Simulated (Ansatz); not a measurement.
# MgW: the cost of one run

Method: DFT PBE, with the methods named in each step, in Ansatz 0.2.0.

## 1. The starting structure

Symmetry: Cmmm, No. 65, orthorhombic system. Conventional cell: a = 3.376 Å, b = 4.275 Å, c = 4.744 Å, α = 90.00°, β = 90.00°, γ = 90.00°. Mg (site symmetry mmm) has 4 Mg at 2.72 Å and 4 W at 2.91 Å in its first shell of neighbours. Around W (site symmetry mmm) lie 4 W at 2.72 Å and 4 Mg at 2.91 Å.

As a file:

```
Mg W
1.0
     4.74394    0.00000    0.01475
     0.00000    3.37564    0.00000
    -0.01322    0.00000    4.27497
Mg W
2 2
Direct
  0.50000 0.25000 0.75000
  0.50000 0.75000 0.25000
  0.00000 0.74999 0.75000
  0.00000 0.25001 0.25000
```

Atoms are numbered in the order of the input: Mg1, Mg2, W3, W4.

## 2. The relaxed cell, LAPW

Input file input.yaml:

```yaml
crystal:
  lattice:
    - [4.7439411802, 0.0, 0.0147488451]
    - [0.0, 3.3756381698, 0.0]
    - [-0.0132192286, 0.0, 4.2749712719]
  atoms:
    - { symbol: Mg, position: [0.5, 0.2500028129, 0.75] }
    - { symbol: Mg, position: [0.5, 0.7499971871, 0.25] }
    - { symbol: W, position: [0.0, 0.7499905736, 0.75] }
    - { symbol: W, position: [0.0, 0.2500094264, 0.25] }
kpoints:
  mp_grid: { grid: [8, 7, 8] }
  band_path:
    path:
      - [0.0, 0.0, 0.0]
      - [-1.85847e-05, 0.0, -1.0]
      - [-1.85847e-05, -0.1882465786, -1.0]
      - [0.0, -0.8117534214, 0.0]
      - [0.0, 0.0, 0.0]
      - [0.4999999999, 0.0, 0.0]
      - [0.4999999999, -0.8117534214, 0.0]
      - [0.4999814152, -0.1882465786, -1.0]
      - [0.4999814152, 0.0, -1.0]
    npoints: 14
scf:
  occupations: { method: fermi_dirac, width: 0.05 }
hamiltonian:
  xc: pbe
  pseudopotentials: { kind: all_electron, lapw: { basis_error: 0.0005 } }
output:
  forces: true
  stress: true
  eigenvalues: true
  populations: true
  dos: { projected: true, de: 0.2, e_range: [-14, 8] }
```

Command:

```bash
ansatz run input.yaml --threads 2 --pin off --max-ram 6144MiB --backend cpu --events-out ev --progress --plain --runs-dir out
```

**Question.** How long does this run take on 2 threads of Intel Xeon 6975P-C (Granite Rapids), shared host, and how much memory does it need?

About 76 s, with a peak of 1.5 GiB.
